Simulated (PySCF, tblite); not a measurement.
**C₄H₁₄B₂Si: geometry, infrared bands and NMR shifts**

What infrared bands and NMR shifts should C₄H₁₄B₂Si (`BC(B)(C)[SiH2]CC`) show?

Programs: tblite 0.8.0 and PySCF 2.14.0, with density-fitted response routines of our own. Each step states its level of theory. These are calculated values for one molecule in the gas phase, unless marked as measured. Atoms count from 0, in the outputs and in this text.

### 1 The starting structure

21 atoms, charge 0, multiplicity 1; geometry from: force field or distance geometry start.

Bonds of the start (Å): B0–C1 1.61, C1–B2 1.60, C1–C3 1.50, C1–Si4 1.85, Si4–C5 1.85, C5–C6 1.50, B0–H7 1.18, B0–H8 1.20, B2–H9 1.17, B2–H10 1.19, C3–H11 1.09, C3–H12 1.13, C3–H13 1.10, Si4–H14 1.49, Si4–H15 1.48, C5–H16 1.13, C5–H17 1.11, C6–H18 1.09, C6–H19 1.12, C6–H20 1.12.

### 2 Relaxing the molecule with GFN2-xTB

The job: settings as JSON, then the geometry in Å.

```
{"job": {"kind": "relax", "xc": "GFN2-xTB", "basis": "xTB"}, "charge": 0, "multiplicity": 1}
B     -0.632000    -1.619100     0.148700
C     -1.065800    -0.076300     0.278300
B     -1.921000    -0.000500     1.634200
C     -1.935200     0.366100    -0.867400
Si     0.384200     1.040700     0.560600
C      1.830700     0.692100    -0.544100
C      2.572000    -0.564900    -0.210000
H     -0.911200    -2.152200    -0.872000
H     -0.774300    -2.327800     1.103600
H     -2.559400     0.930000     1.945600
H     -1.494400    -0.665700     2.522100
H     -1.536200     0.092600    -1.845300
H     -2.921000    -0.168200    -0.759900
H     -2.154300     1.443000    -0.819100
H     -0.075900     2.417900     0.216500
H      0.717800     0.991700     2.003400
H      2.563000     1.535600    -0.389700
H      1.532800     0.755100    -1.616700
H      2.458700    -1.329700    -0.982100
H      3.670700    -0.345400    -0.124500
H      2.241900    -0.997900     0.771900
```

Launch:

```console
$ OMP_NUM_THREADS=1 python probes_run.py task.json out
```

The driver reads the jobs from task.json and runs them one after another.

**Question.** This job is followed by: GFN2-xTB harmonic vibrations, gas phase; GIAO PBE0/pcSseg-1 NMR shielding, non-relativistic, gas phase. Predict these results of the whole session: strongest single infrared mode (GFN2-xTB); zero-point energy (GFN2-xTB); 13C shifts against TMS (PBE0/pcSseg-1); 1H shifts against TMS (PBE0/pcSseg-1, means over atoms taken as alike); 11B shifts against BF3·OEt2 (PBE0/pcSseg-1, means over atoms taken as alike); 29Si shifts against TMS (PBE0/pcSseg-1).

**Answer**, as computed:

| quantity | value |
| --- | --- |
| strongest single infrared mode (GFN2-xTB) | 2175 cm⁻¹, 367 km/mol |
| zero-point energy (GFN2-xTB) | 105.0 kcal/mol |
| 13C shifts against TMS (PBE0/pcSseg-1) | 83.8, 23.4, 13.0, 5.3 ppm |
| 1H shifts against TMS (PBE0/pcSseg-1, means over atoms taken as alike) | 7.39, 4.30, 2.01, 0.73, 0.70 ppm |
| 11B shifts against BF3·OEt2 (PBE0/pcSseg-1, means over atoms taken as alike) | 76.2 ppm |
| 29Si shifts against TMS (PBE0/pcSseg-1) | -41.2 ppm |

What this shows: Over 160 steps the energy fell by 1.118 eV; of the close pairs, C1–Si4 changed most, 1.852 to 1.940 Å. All 57 modes are real, so the xTB geometry is a minimum. The strongest single mode, at 2175 cm⁻¹, moves mainly H14. Unscaled tight-binding wavenumbers are off by several per cent, some by more. Its intensities can rank the bands wrongly.
